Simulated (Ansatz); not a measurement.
# GeH4Te: rigid scan of one bond length in Python

The task is a rigid scan of one bond length, for GeH4Te. SMILES: [GeH3][TeH].

Computed with the Python package of Ansatz 0.2.0. Level of theory: CAM-B3LYP/def2-TZVP.

### 1 The system

Bond lengths: Ge1–Te2 2.567 Å, Ge1–H3 1.481 Å, Ge1–H4 1.532 Å, Ge1–H5 1.564 Å, Te2–H6 1.736 Å. Angles: Ge1–Te2–H6 89.1°, Te2–Ge1–H3 112.0°, Te2–Ge1–H4 107.7°, Te2–Ge1–H5 109.7°, H3–Ge1–H4 109.1°, H3–Ge1–H5 112.5°, H4–Ge1–H5 105.5°.

No structure file is read: the coordinates are typed or built in the script.

### 2 Script

The input, geh4te_scan.py:

```python
import ansatz
import numpy as np

geometry_ang = [
    ('Ge', (-0.3104, -0.2824, -0.5047)),
    ('Te', (-0.0753, 0.9888, 1.7125)),
    ('H', (0.0729, -1.7063, -0.3722)),
    ('H', (-1.7771, -0.1973, -0.9384)),
    ('H', (0.4995, 0.4533, -1.6216)),
    ('H', (1.6325, 0.68, 1.6781)),
]
geometry = ansatz.Crystal.molecule()
for symbol, xyz in geometry_ang:
    geometry = geometry.atom(symbol, xyz)

symbols = [site.symbol for site in geometry.cartesian_sites]
start = np.array([site.position_ang for site in geometry.cartesian_sites])
axis = (start[5] - start[1]) / np.linalg.norm(start[5] - start[1])
moving = [5]
lengths, energies = [1.48, 1.6, 1.74, 1.91, 2.17, 2.6, 3.12, 3.82], []
for length in lengths:
    xyz = start.copy()
    xyz[moving] += (length - np.linalg.norm(start[5] - start[1])) * axis
    point = ansatz.Crystal.molecule()
    for symbol, place in zip(symbols, xyz):
        point = point.atom(symbol, place.tolist())
    setup = point.calculation().basis(gaussian='def2-TZVP').functional('CAM-B3LYP')
    rep = setup.run().report
    energies.append(rep['free_energy_ev'])
    print(f'r = {length:6.3f} A  E = {energies[-1]:.5f} eV  <S^2> = {abs(rep["mean_field"]["state"]["spin_squared"]):.3f}')

print('energy above the lowest point (eV):', [round(e - min(energies), 3) for e in energies])
```

### 3 The input behind the calls

The package turns the script's settings into the engine's input (first run):

```yaml
crystal:
  periodic: [false, false, false]
  atoms:
    - { symbol: Ge, position_ang: [-0.3104, -0.2824, -0.5047] }
    - { symbol: Te, position_ang: [-0.0753, 0.9888, 1.7125] }
    - { symbol: H, position_ang: [0.0729, -1.7063, -0.3722] }
    - { symbol: H, position_ang: [-1.7771, -0.1973, -0.9384] }
    - { symbol: H, position_ang: [0.4995, 0.4533, -1.6216] }
    - { symbol: H, position_ang: [1.380797285839088, 0.7255122368736912, 1.6831700160247893] }
basis:
  gaussian:
    orbitals: def2-TZVP
hamiltonian:
  xc: cam_b3lyp
```

### 4 The run

On the command line:

```sh
$ python geh4te_scan.py
```

**Question.** What results will this script give? Wanted: range of energy; lowest point, distance.

As calculated:

| quantity | value |
| --- | --- |
| runs compared | 8 |
| range of energy | 4.810 eV |
| lowest point, distance (Å) | 1.60 |

**Reading.** The curve has its lowest point inside the range, at 1.60. The ends stand 0.314 and 4.81 eV above it. The distance scanned is the script's pair 1, 5. What to keep in mind:
- The rest of the molecule is held rigid at a force-field or estimated start geometry, and the basis set is modest; single-reference methods fail as a bond breaks.
- def2 sets replace the cores of elements past krypton by effective core potentials.
- The orbitals are restricted, so S² is zero by construction.
- Toward dissociation an unrestricted state can lie under the restricted one, by tenths of an eV for polar bonds under a functional and by 1 to 2 eV or more for others.
